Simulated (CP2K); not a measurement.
# GeO (SMILES [O]=[Ge]): levels of theory compared

We compute a comparison of 5 runs (Pade/SZV-MOLOPT-SR-GTH, AM1, PM3, PM6, GFN1-xTB) of GeO. 

The results are computed with CP2K 2026.2.

11 further runs of the same task are left out: 11 that didn't finish.

## (1) The structure to begin with

GeO has 2 atoms, charge 0, and is taken as a singlet. As SMILES, `[O]=[Ge]`. The O1–Ge2 distance was set to 3.570 Å, away from the relaxed value.

## (2) The energy at Pade/SZV-MOLOPT-SR-GTH (core potential) (run 1)

Input file qs.inp:

```
&GLOBAL
    PROJECT qs
    RUN_TYPE ENERGY
    PRINT_LEVEL MEDIUM
&END

&FORCE_EVAL
    METHOD QUICKSTEP
    &DFT
        BASIS_SET_FILE_NAME BASIS_MOLOPT
        POTENTIAL_FILE_NAME GTH_POTENTIALS
        CHARGE 0
        MULTIPLICITY 1
        # Quickstep
        &QS
            METHOD GPW
            EPS_DEFAULT 1.0E-10
        &END
        &MGRID
            CUTOFF 400
            REL_CUTOFF 50
            NGRIDS 4
        &END
        # no periodic images
        &POISSON
            PERIODIC NONE
            POISSON_SOLVER MULTIPOLE
        &END
        # self-consistent field
        &SCF
            SCF_GUESS ATOMIC
            EPS_SCF 1.0E-06
            MAX_SCF 40
            &OT ON
                MINIMIZER CG
                PRECONDITIONER FULL_SINGLE_INVERSE
            &END
            &OUTER_SCF
                EPS_SCF 1.0E-06
                MAX_SCF 10
            &END
        &END
        # functional
        &XC
            &XC_FUNCTIONAL PADE
            &END
        &END
        &PRINT
            &MOMENTS
                PERIODIC F
                REFERENCE COM
                MAX_MOMENT 1
            &END
            &MO_CUBES
                NLUMO 3
                NHOMO -1
                WRITE_CUBE F
            &END
            &HIRSHFELD OFF
            &END
        &END
    &END
    # structure
    &SUBSYS
        &CELL
            ABC [angstrom] 7 7 10.6
            PERIODIC NONE
        &END
        &COORD
            O      0.000000     0.000000    -1.970170
            Ge     0.000000     0.000000     1.599530
        &END
        &TOPOLOGY
            &CENTER_COORDINATES
            &END
        &END
        &KIND O
            BASIS_SET SZV-MOLOPT-SR-GTH-q6
            POTENTIAL GTH-PADE-q6
        &END
        &KIND Ge
            BASIS_SET SZV-MOLOPT-SR-GTH-q4
            POTENTIAL GTH-PADE-q4
        &END
    &END
&END
```

Started as:

```
$ OMP_NUM_THREADS=1 cp2k.psmp -i qs.inp -o qs.out
```

Log:

```text
CP2K| version string:                                       CP2K version 2026.2
[...]
 GLOBAL| Method name                                                        CP2K
[...]
 GLOBAL| Run type                                                         ENERGY
[...]
 DFT| Spin restricted Kohn-Sham (RKS) calculation                            RKS
 DFT| Multiplicity                                                             1
[...]
 DFT| Charge                                                                   0
[...]
 FUNCTIONAL| PADE:
 QS| Method:                                                                 GPW
[...]
 QS| Density cutoff [a.u.]:                                                200.0
[...]
 QS| Relative density cutoff [a.u.]:                                        25.0
[...]
                             - Atoms:                                          2
[...]
                             - Spherical basis functions:                      8
[...]
 Number of electrons:                                                         10
[...]
     1 OT CG       0.80E-01    0.2     0.38507496       -19.3792034030 -1.94E+01
[...]
    27 OT CG       0.19E-01    0.2     0.00000083       -19.5427652767 -8.81E-13
  *** SCF run converged in    27 steps ***
[...]
  Overlap energy of the core charge distribution:               0.00000000000000
  Self energy of the core charge distribution:                -49.37030682888356
  Core Hamiltonian energy:                                     14.13163071703192
  Hartree energy:                                              20.09559027450713
  Exchange-correlation energy:                                 -4.39967943931648
  Total energy:                                               -19.54276527666098
[...]
                     Mulliken Population Analysis
 #  Atom  Element  Kind  Atomic population                           Net charge
       1     O        1          6.382147                             -0.382147
       2     Ge       2          3.617853                              0.382147
 # Total charge                             10.000000                 -0.000000
[...]
  Dipole moment [Debye]
    X=  0.6485791E-06 Y= -0.5677712E-06 Z=  0.6425781E+01  Total=      6.4257808
[...]
 HOMO - LUMO gap [eV] :    0.178506
 ENERGY| Total FORCE_EVAL ( QS ) energy [hartree]            -19.542765276660980
[...]
```

Wall time 21 s (1 thread of Arm Neoverse V1, shared host); peak memory 0.47 GiB.

## (3) A single-point energy at AM1 (run 2)

Input file calc.inp:

```
&FORCE_EVAL
   METHOD Quickstep
   &DFT
      &QS
         METHOD AM1
         EPS_DEFAULT 1.0E-10
         &SE
            &COULOMB
               CUTOFF [angstrom] 50
               RC_RANGE [angstrom] 0
            &END COULOMB
            &EXCHANGE
               CUTOFF [angstrom] 50
               RC_RANGE [angstrom] 0
            &END EXCHANGE
         &END SE
      &END QS
      &POISSON
         PERIODIC NONE
         POISSON_SOLVER ANALYTIC
      &END POISSON
      ! self-consistent field
      &SCF
         SCF_GUESS ATOMIC
         EPS_SCF 1.0E-06
         MAX_SCF 80
         ADDED_MOS 4
         &DIAGONALIZATION
            ALGORITHM STANDARD
         &END DIAGONALIZATION
         &MIXING
            METHOD DIRECT_P_MIXING
            ALPHA 0.4
         &END MIXING
      &END SCF
      &PRINT
         &MOMENTS
            PERIODIC F
            REFERENCE COM
            MAX_MOMENT 1
         &END MOMENTS
         &MO ON
            ENERGIES T
            OCCUPATION_NUMBERS T
            NDIGITS 6
            &EACH
               QS_SCF 0
            &END EACH
            ADD_LAST NUMERIC
         &END MO
         &HIRSHFELD OFF
         &END HIRSHFELD
      &END PRINT
   &END DFT
   ! atoms, cell and kinds
   &SUBSYS
      ! vacuum box
      &CELL
         ABC 16 16 19.6
         PERIODIC NONE
      &END CELL
      &COORD
         O      0.000000     0.000000    -1.970170
         Ge     0.000000     0.000000     1.599530
      &END COORD
      &TOPOLOGY
         &CENTER_COORDINATES
         &END CENTER_COORDINATES
      &END TOPOLOGY
   &END SUBSYS
&END FORCE_EVAL
&GLOBAL
   PROJECT_NAME calc
   RUN_TYPE ENERGY
   PRINT_LEVEL MEDIUM
&END GLOBAL
```

Started as:

```
$ OMP_NUM_THREADS=1 cp2k.psmp calc.inp > calc.out
```

Log:

```text
CP2K| version string:                                       CP2K version 2026.2
[...]
 GLOBAL| Method name                                                        CP2K
[...]
 GLOBAL| Run type                                                         ENERGY
[...]
 *** WARNING in qs_environment.F:2210 :: More added MOs requested than     ***
 *** available. The full set of unoccupied MOs will be used. Use           ***
 *** 'ADDED_MOS -1' to always use all available MOs and to get rid of this ***
[...]
                             - Atoms:                                          2
[...]
                             - Spherical basis functions:                      8
[...]
 Number of electrons:                                                         10
[...]
     1 P_Mix/Diag. 0.40E+00    0.0     0.99998485       -13.4971292988 -1.35E+01
[...]
    72 DIIS/Diag.  0.10E-06    0.0     0.00000088       -14.2861141695  2.13E-14
  *** SCF run converged in    72 steps ***
  Core-core repulsion energy [eV]:                             92.00402355420208
  Core Hamiltonian energy [eV]:                              -660.81263855476584
  Two-electron integral energy [eV]:                          360.12735702925909
  Electronic energy [eV]:                                    -480.74896004013641
  Total energy [eV]:                                         -388.74493648593432
  Atomic reference energy [eV]:                               401.27181050169338
  Heat of formation [kcal/mol]:                               288.87660031222390
[...]
 SE_DIPOLE| Moment [Debye]          0.00000000      -0.00000000      -7.69956360
 SE_DIPOLE| Derivative [a.u.]       0.00000000       0.00000000       0.00000000
 ENERGY| Total FORCE_EVAL ( QS ) energy [hartree]            -14.286114169539758
[...]
```

It took 0.32 s on 1 thread of Arm Neoverse V1, shared host.

Runs 3 to 4 aren't shown in full; the table further down has their settings and results.

## (4) A single-point energy at GFN1-xTB (run 5)

Input file molecule.pdb:

```
HETATM    1 O    MOL A   1       0.000   0.000  -1.970  1.00  0.00           O
HETATM    2 Ge   MOL A   1       0.000   0.000   1.600  1.00  0.00          GE
END
```

Input file job.inp:

```
&FORCE_EVAL
  METHOD Quickstep
  &DFT
    &QS
      METHOD XTB
      EPS_DEFAULT 1.0E-10
      &XTB
        GFN_TYPE 1
        CHECK_ATOMIC_CHARGES F
      &END XTB
    &END QS
    &POISSON
      PERIODIC NONE
      POISSON_SOLVER ANALYTIC
    &END POISSON
    # SCF settings
    &SCF
      SCF_GUESS ATOMIC
      EPS_SCF 1.0E-06
      MAX_SCF 40
      &OT
        MINIMIZER CG
        PRECONDITIONER FULL_SINGLE_INVERSE
      &END OT
      &OUTER_SCF
        EPS_SCF 1.0E-06
        MAX_SCF 10
      &END OUTER_SCF
    &END SCF
    # extra output
    &PRINT
      &MOMENTS
        PERIODIC F
        REFERENCE COM
        MAX_MOMENT 1
      &END MOMENTS
      &MO_CUBES
        NLUMO 3
        NHOMO -1
        WRITE_CUBE F
      &END MO_CUBES
      &HIRSHFELD OFF
      &END HIRSHFELD
    &END PRINT
  &END DFT
  &SUBSYS
    &CELL
      ABC 16 16 19.6
      PERIODIC NONE
    &END CELL
    &TOPOLOGY
      COORD_FILE_NAME molecule.pdb
      COORD_FILE_FORMAT PDB
      CONN_FILE_FORMAT OFF
      &CENTER_COORDINATES
      &END CENTER_COORDINATES
    &END TOPOLOGY
  &END SUBSYS
&END FORCE_EVAL
&GLOBAL
  PROJECT job
  RUN_TYPE ENERGY
  PRINT_LEVEL MEDIUM
&END GLOBAL
```

Started as:

```
$ OMP_NUM_THREADS=1 cp2k.psmp -i job.inp -o job.out
```

Log:

```text
CP2K| version string:                                       CP2K version 2026.2
[...]
 GLOBAL| Method name                                                        CP2K
[...]
 GLOBAL| Run type                                                         ENERGY
[...]
                             - Atoms:                                          2
[...]
                             - Spherical basis functions:                     13
[...]
 Number of electrons:                                                         10
[...]
     1 OT CG       0.80E-01    0.0     0.39056740        -5.1713874237 -5.17E+00
[...]
     6 OT CG       0.22E+00    0.0     0.00000033        -6.0194826515 -3.20E-10
  *** SCF run converged in     6 steps ***
[...]
 TB_DIPOLE| Moment [Debye]          0.00000000       0.00000000      10.51045101
 TB_DIPOLE| Derivative [a.u.]       0.00000000       0.00000000       0.00000000
[...]
 ENERGY| Total FORCE_EVAL ( QS ) energy [hartree]             -6.019482651510709
[...]
```

It took 1.2 s on 1 thread of Arm Neoverse V1, shared host.

## (5) Overview of the runs

```
run                                    level  core potential  scheme  energy (Eh)  dipole moment (D)  HOMO energy (eV)  wall time
  1  Pade/SZV-MOLOPT-SR-GTH (core potential)        GTH-PADE     GPW   -19.542765               6.43             -3.05       21 s
  2                                      AM1               –       –   -14.286114               7.70             -6.73     0.32 s
  3                                      PM3               –       –   -13.634702               5.14                 –     0.85 s
  4                                      PM6               –       –   -13.207641              10.64                 –     0.74 s
  5                                 GFN1-xTB               –       –    -6.019483              10.51            -10.02      1.2 s
```

## (6) What came out

```
                                        quantity         value
                             run 5: total energy   -6.01948 Eh
run 5: dipole moment (from atomic charges alone)       10.51 D
                              run 5: HOMO energy     -10.02 eV
                        run 5: dispersion energy  -0.61 kJ/mol
```

The dipole moment (its size) runs from 5.14 D (PM3) to 10.64 D (PM6). Some of these are taken from atomic charges alone. In run 1 the basis is minimal, so the values are rough. In runs 1, 2, 3, 4, 5 a closed-shell determinant meets a far-stretched bond, which it describes badly. Force-field and semi-empirical energies have zeros of their own, so their totals don't compare. All runs together took 24 s, the longest 21 s.
